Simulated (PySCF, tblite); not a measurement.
# C₅H₁₄AlBS: geometry, infrared bands and NMR shifts

What infrared bands and NMR shifts should C₅H₁₄AlBS (`CB(C)C[S@@+]1C[CH2][AlH2-]1`) show?

Programs: tblite 0.8.0 and PySCF 2.14.0, with density-fitted response routines of our own. Each step states its level of theory. These are calculated values for one molecule in the gas phase, unless marked as measured. Atoms are numbered from 0 throughout.

## Step 1: Starting geometry

22 atoms, charge 0, multiplicity 1; geometry from: force field or distance geometry start.

Bonds of the start (Å): C0–B1 1.60, B1–C2 1.59, B1–C3 1.59, C3–S4 1.77, S4–C5 1.80, C5–C6 1.54, C6–Al7 1.97, Al7–S4 2.19, C0–H8 1.11, C0–H9 1.12, C0–H10 1.10, C2–H11 1.12, C2–H12 1.10, C2–H13 1.11, C3–H14 1.10, C3–H15 1.13, C5–H16 1.11, C5–H17 1.11, C6–H18 1.11, C6–H19 1.12, Al7–H20 1.60, Al7–H21 1.59.

## Step 2: Optimising the geometry with GFN2-xTB

The job: settings as JSON, then the geometry in Å.

```
{"job": {"kind": "relax", "xc": "GFN2-xTB", "basis": "xTB"}, "charge": 0, "multiplicity": 1}
C      2.258200     0.921400     1.376200
B      1.807400     0.063900     0.106000
C      2.630000     0.182200    -1.246900
C      0.571100    -0.927000     0.222200
S     -0.736400    -0.410200    -0.852000
C     -2.247600    -1.321900    -0.509500
C     -3.160100    -0.283700     0.168700
Al    -1.881800     1.216000     0.054400
H      2.521600     0.244400     2.215900
H      1.403600     1.576300     1.690500
H      3.123600     1.554000     1.123200
H      2.189900    -0.498000    -2.014000
H      3.677900    -0.082400    -1.067100
H      2.565600     1.230000    -1.621100
H      0.891500    -1.949500    -0.047600
H      0.192900    -0.951600     1.287400
H     -2.030900    -2.172200     0.174700
H     -2.693500    -1.692300    -1.454400
H     -4.084700    -0.099900    -0.410200
H     -3.375500    -0.557900     1.232200
H     -2.329600     2.326000    -1.007700
H     -1.303600     1.652000     1.470700
```

Started as:

```
OMP_NUM_THREADS=1 python probes_run.py task.json out
```

One launch serves the whole session: the jobs run in the order shown.

**Question.** This job is followed by: GFN2-xTB harmonic vibrations, gas phase; GIAO PBE0/pcSseg-1 NMR shielding, non-relativistic, gas phase. What will the session give for the following? strongest single infrared mode (GFN2-xTB); zero-point energy (GFN2-xTB); ¹³C shifts against TMS (PBE0/pcSseg-1, means over atoms taken as alike); ¹H shifts against TMS (PBE0/pcSseg-1, means over atoms taken as alike); ¹¹B shifts against BF3·OEt2 (PBE0/pcSseg-1); ³³S shifts against CS2 (PBE0/pcSseg-1); ²⁷Al shifts against AlH4- (PBE0/pcSseg-1).

**Answer**, as computed:

| quantity | value |
| --- | --- |
| strongest single infrared mode (GFN2-xTB) | 1741 cm⁻¹, 344 km/mol |
| zero-point energy (GFN2-xTB) | 106.9 kcal/mol |
| ¹³C shifts against TMS (PBE0/pcSseg-1, means over atoms taken as alike) | 43.4, 41.7, 15.3, 7.9 ppm |
| ¹H shifts against TMS (PBE0/pcSseg-1, means over atoms taken as alike) | 4.96, 4.26, 3.64, 3.41, 3.20, 2.82, 1.60, 1.19, 1.06 ppm |
| ¹¹B shifts against BF3·OEt2 (PBE0/pcSseg-1) | 87.6 ppm |
| ³³S shifts against CS2 (PBE0/pcSseg-1) | -42 ppm |
| ²⁷Al shifts against AlH4- (PBE0/pcSseg-1) | 108.6 ppm |

In words: Over 262 steps the energy fell by 1.116 eV; of the close pairs, S4–Al7 changed most, 2.186 to 2.481 Å. All 60 modes are real, so the xTB geometry is a minimum. The strongest single mode, at 1741 cm⁻¹, moves mainly H20. GFN2-xTB is a fitted tight-binding method: band positions and strengths are rough. Its intensities can rank the bands wrongly. At PBE0/pcSseg-1: Shielding is most anisotropic at S4 (span 314 ppm, paramagnetic term -515 ppm).
